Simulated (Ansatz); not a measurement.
**AsH₂F (singlet): RPA-PBE over vertical spin and charge gaps and displaced geometries, cc-pVDZ**

Aim: run AsH₂F (singlet) with these functionals over vertical spin and charge gaps and displaced geometries, and hold them against the top wave-function level at the same points.

Program: Ansatz 0.2.0, Gaussian basis. Level of theory: cc-pVDZ, all electrons in the functionals, frozen cores in the correlation of double hybrids and RPA. These are calculated values, not measurements.

To be run: RPA-PBE, at charge 0, singlet; charge 0, triplet; charge 1, doublet; displaced geometry v1; displaced geometry v2.

27 further runs of the same task are left out: 10 for a known fault of the program, 8 that didn't finish, 9 set aside as unsound or not needed.

## (1) What is computed

The geometry is a PBE0/def2-TZVP stationary point (not a proven minimum). No spin-orbit coupling is included. The filled d shell of As may be among the frozen orbitals whatever the setting's name suggests; the logs give the count.

4 atoms, charge 0, spin multiplicity 1.

Atoms are counted from 1 here; the program's logs count them from 0.

Bond lengths: F1–As2 1.753 Å, As2–H3 1.531 Å, As2–H4 1.531 Å. Angles: F1–As2–H3 95.5°, F1–As2–H4 95.5°, H3–As2–H4 90.8°.

No dispersion term is added.

The geometry shown and the zero of energy belong to the point charge 0, singlet. The yardstick, RCCSDT(Q), and other wave-function levels (R restricted, U unrestricted, valence and pair active spaces) come from earlier runs.

## (2) RPA-PBE, charge 0, singlet

The input, in.yaml:

```yaml
crystal:
  periodic: [false, false, false]
  atoms:
    - {symbol: F, position_ang: [-0.051694, 0.000000, 1.407864]}
    - {symbol: As, position_ang: [0.040417, 0.000000, -0.342367]}
    - {symbol: H, position_ang: [-1.014957, -1.090185, -0.543926]}
    - {symbol: H, position_ang: [-1.014945, 1.090196, -0.543925]}
basis:
  gaussian: {orbitals: cc-pVDZ}
hamiltonian: {xc: {name: PBE}}
correlation: {method: rpa, electrons: outside_noble_gas}
```

Started as:

```bash
> ansatz run in.yaml --threads 1 --pin off --events-out ev --progress --plain --max-ram 2393MiB
```

Standard output:

```text
Functional definition: PBE
  name "PBE"
  cite "Perdew, Burke & Ernzerhof, Phys. Rev. Lett. 77, 3865 (1996) doi:10.1103/PhysRevLett.77.3865"
  parent pbe
  parameter kappa = 0.804
  parameter beta = 0.06672455060314922
  exchange = pbe_x(kappa = kappa, mu = beta*pi^2/3)
  correlation = pbe_c(beta = beta)
544 factors; integrals over basis functions are off by at most 1.1e-3 eV
mean field evaluation 1: about -63576.4838 eV, gradient 3.0e1 eV
mean field evaluation 2: about -63576.4803 eV, gradient 3.0e1 eV
mean field evaluation 4: about -63577.8912 eV, gradient 5.7e0 eV
mean field evaluation 8: about -63578.0046 eV, gradient 1.2e-1 eV
mean field evaluation 16: about -63578.0046 eV, gradient 3.3e-7 eV
mean field -63578.00460552 eV, -2336.4485745334 hartree, gradient 3.3e-7 eV, S^2 0.000000; 0 other end points of the search recorded, 0 dependent functions left out
15 core orbitals not correlated: weight in the atoms' cores, before any rotation towards them, 0.997 or more for the frozen orbitals, at most 0.002 for the correlated occupied ones
reference -63531.45743644 eV, -2334.7379976207 hartree; 7, 7 occupied and 29, 29 virtual orbitals, 544 factors
Total energy: -63544.81661086 eV, -2335.2289382253 hartree
```

Run time: 1.1 s. Hardware: 1 thread of Arm Neoverse V2, shared host.

## (3) RPA-PBE, charge 0, triplet

in.yaml: that of step 2 with these lines changed.

```diff
@@ -9,2 +9,3 @@
   gaussian: {orbitals: cc-pVDZ}
+magnetization: {spin_polarized: true, initial_magnetization: 2}
 hamiltonian: {xc: {name: PBE}}
```

Launched as before.

Standard output, cut to the lines that bear on the results:

```text
Functional definition: PBE
  name "PBE"
  cite "Perdew, Burke & Ernzerhof, Phys. Rev. Lett. 77, 3865 (1996) doi:10.1103/PhysRevLett.77.3865"
  parent pbe
[...]
544 factors; integrals over basis functions are off by at most 1.1e-3 eV
[...]
mean field -63573.61059680 eV, -2336.2870976916 hartree, gradient 2.1e-6 eV, S^2 2.001677; 8 other end points of the search recorded, 0 dependent functions left out
15 core orbitals not correlated: weight in the atoms' cores, before any rotation towards them, 0.998 or more for the frozen orbitals, at most 0.002 for the correlated occupied ones
reference -63526.68656401 eV, -2334.5626712926 hartree; 8, 6 occupied and 28, 30 virtual orbitals, 544 factors
Total energy: -63540.13345268 eV, -2335.0568353365 hartree
```

Wall time 6.5 s (1 thread of Arm Neoverse V2, shared host).

From the report: ⟨S²⟩ of the determinant 2.002 (pure triplet: 2.00).

From charge 0, singlet: +4.683 eV.

## (4) RPA-PBE, charge 1, doublet

in.yaml: that of step 3 with these lines changed.

```diff
@@ -9,3 +9,4 @@
   gaussian: {orbitals: cc-pVDZ}
-magnetization: {spin_polarized: true, initial_magnetization: 2}
+total_charge: 1
+magnetization: {spin_polarized: true, initial_magnetization: 1}
 hamiltonian: {xc: {name: PBE}}
```

Same command.

Standard output, cut to the lines that bear on the results:

```text
Functional definition: PBE
  name "PBE"
  cite "Perdew, Burke & Ernzerhof, Phys. Rev. Lett. 77, 3865 (1996) doi:10.1103/PhysRevLett.77.3865"
  parent pbe
[...]
544 factors; integrals over basis functions are off by at most 1.1e-3 eV
[...]
mean field -63567.68599536 eV, -2336.0693726042 hartree, gradient 2.6e-6 eV, S^2 0.751513; 3 other end points of the search recorded, 0 dependent functions left out
15 core orbitals not correlated: weight in the atoms' cores, before any rotation towards them, 0.997 or more for the frozen orbitals, at most 0.002 for the correlated occupied ones
reference -63521.11974659 eV, -2334.3580945260 hartree; 7, 6 occupied and 29, 30 virtual orbitals, 544 factors
Total energy: -63534.40829448 eV, -2334.8464396536 hartree
```

Run time: 3.4 s. Hardware: 1 thread of Arm Neoverse V2, shared host.

From the report: ⟨S²⟩ of the determinant 0.752 (pure doublet: 0.75).

From charge 0, singlet: +10.408 eV.

## (5) RPA-PBE, displaced geometry v1

The input, in.yaml:

```yaml
crystal:
  periodic: [false, false, false]
  atoms:
    - {symbol: F, position_ang: [-0.050954, 0.012359, 1.417391]}
    - {symbol: As, position_ang: [0.040324, -0.003783, -0.343993]}
    - {symbol: H, position_ang: [-0.967086, -1.034658, -0.588166]}
    - {symbol: H, position_ang: [-1.069851, 1.082909, -0.558362]}
basis:
  gaussian: {orbitals: cc-pVDZ}
hamiltonian: {xc: {name: PBE}}
correlation: {method: rpa, electrons: outside_noble_gas}
```

Same command.

Standard output, cut to the lines that bear on the results:

```text
Functional definition: PBE
  name "PBE"
  cite "Perdew, Burke & Ernzerhof, Phys. Rev. Lett. 77, 3865 (1996) doi:10.1103/PhysRevLett.77.3865"
  parent pbe
[...]
543 factors; integrals over basis functions are off by at most 1.1e-3 eV
[...]
mean field -63577.94162317 eV, -2336.4462599750 hartree, gradient 4.4e-6 eV, S^2 0.000000; 0 other end points of the search recorded, 0 dependent functions left out
15 core orbitals not correlated: weight in the atoms' cores, before any rotation towards them, 0.997 or more for the frozen orbitals, at most 0.002 for the correlated occupied ones
reference -63531.38651793 eV, -2334.7353914135 hartree; 7, 7 occupied and 29, 29 virtual orbitals, 543 factors
Total energy: -63544.75476530 eV, -2335.2266654430 hartree
```

Run time: 1.1 s. Hardware: 1 thread of Arm Neoverse V2, shared host.

From charge 0, singlet: +0.062 eV.

## (6) RPA-PBE, displaced geometry v2

The input, in.yaml:

```yaml
crystal:
  periodic: [false, false, false]
  atoms:
    - {symbol: F, position_ang: [0.078047, -0.005454, 1.398547]}
    - {symbol: As, position_ang: [0.005284, 0.002920, -0.340090]}
    - {symbol: H, position_ang: [-0.973470, -1.119689, -0.549830]}
    - {symbol: H, position_ang: [-0.890349, 1.005423, -0.531615]}
basis:
  gaussian: {orbitals: cc-pVDZ}
hamiltonian: {xc: {name: PBE}}
correlation: {method: rpa, electrons: outside_noble_gas}
```

Same command.

Standard output, cut to the lines that bear on the results:

```text
Functional definition: PBE
  name "PBE"
  cite "Perdew, Burke & Ernzerhof, Phys. Rev. Lett. 77, 3865 (1996) doi:10.1103/PhysRevLett.77.3865"
  parent pbe
[...]
543 factors; integrals over basis functions are off by at most 9.5e-4 eV
[...]
mean field -63577.51434839 eV, -2336.4305579164 hartree, gradient 4.5e-6 eV, S^2 0.000000; 0 other end points of the search recorded, 0 dependent functions left out
15 core orbitals not correlated: weight in the atoms' cores, before any rotation towards them, 0.997 or more for the frozen orbitals, at most 0.003 for the correlated occupied ones
reference -63531.14173814 eV, -2334.7263959221 hartree; 7, 7 occupied and 29, 29 virtual orbitals, 543 factors
Total energy: -63544.36661937 eV, -2335.2124013432 hartree
```

Wall time 1.1 s (1 thread of Arm Neoverse V2, shared host).

From charge 0, singlet: +0.450 eV.

## (7) The comparison

The yardstick is RCCSDT(Q), where the cluster series has nearly closed. It comes from earlier runs at the same points. Energies in eV, counted from charge 0, singlet; blanks weren't run or aren't comparable.

```tsv
level	singlet to triplet	ionisation to the doublet cation	displacement v1	displacement v2
RCCSDT(Q)	4.739	10.396	0.062	0.419
RPA-PBE	4.683	10.408	0.062	0.450
```

Largest miss and mean time a point (RCCSDT(Q) took 20 s a point; shared hosts):

```tsv
level	largest miss (eV)	where	time a point
RPA-PBE	-0.055	singlet to triplet	2.7 s
```

## (8) What came out

```
                                   quantity                           value
              singlet to triplet, RCCSDT(Q)                        4.739 eV
ionisation to the doublet cation, RCCSDT(Q)                       10.396 eV
                 displacement v1, RCCSDT(Q)                        0.062 eV
                 displacement v2, RCCSDT(Q)                        0.419 eV
                      largest miss, RPA-PBE  -0.055 eV (singlet to triplet)
```

RPA-PBE strays by up to 0.055 eV, at singlet to triplet. Functionals and the yardstick converge differently with the basis, so part of each miss in cc-pVDZ is the basis.
